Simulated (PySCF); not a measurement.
# BiCl4 (Bi(Cl)4-): the cost of one run

Computed with PySCF 2.14.0. Level: PBE, Bi def2-SVP with ECP60, Cl def2-SVP; scalar-relativistic core potentials, no spin–orbit coupling.

3 further runs of the same task are left out: 2 for a known fault of the program, 1 that didn't finish.

## 1. The system as given

5 atoms, charge -1, spin multiplicity 1.

Bond lengths: Bi1–Cl2 2.474 Å, Bi1–Cl3 2.474 Å, Bi1–Cl4 2.474 Å, Bi1–Cl5 2.474 Å. Angles: Cl2–Bi1–Cl3 90.0°, Cl2–Bi1–Cl4 180.0°, Cl2–Bi1–Cl5 90.0°, Cl3–Bi1–Cl4 90.0°, Cl3–Bi1–Cl5 180.0°, Cl4–Bi1–Cl5 90.0°.

Coordinates:

```xyz
5
charge -1, multiplicity 1
Bi    0.0000    0.0000    0.0000
Cl    2.4738    0.0000    0.0000
Cl    0.0000    2.4738    0.0000
Cl   -2.4738    0.0000    0.0000
Cl    0.0000   -2.4738    0.0000
```

Formal oxidation states: Bi +3.

## 2. SCF at the start, singlet

run.py (the lines that set the calculation) reads:

```python
mol = gto.M(atom='''
Bi     0.00000     0.00000     0.00000
Cl     2.47380     0.00000     0.00000
Cl     0.00000     2.47380     0.00000
Cl    -2.47380     0.00000     0.00000
Cl     0.00000    -2.47380     0.00000''',
    basis={'Bi': 'def2-SVP', 'Cl': 'def2-SVP'},
    ecp={'Bi': 'def2-SVP'},
    charge=-1, spin=0)
mf = dft.RKS(mol, xc='PBE')
mf.grids.atom_grid = (50, 194)
mf = mf.density_fit()  # fitting sets: Bi def2-universal-JKFIT, Cl def2-universal-JKFIT
mf.conv_tol = 1e-08; mf.max_cycle = 55
mf.kernel(dm0)  # dm0: free metal ions and neutral atoms
```

Started as:

```
$ OMP_NUM_THREADS=2 python run.py
```

What time and memory should one allow on 2 threads of Arm Neoverse V1, shared host?

About 2.8 s, with a peak of 0.38 GiB.
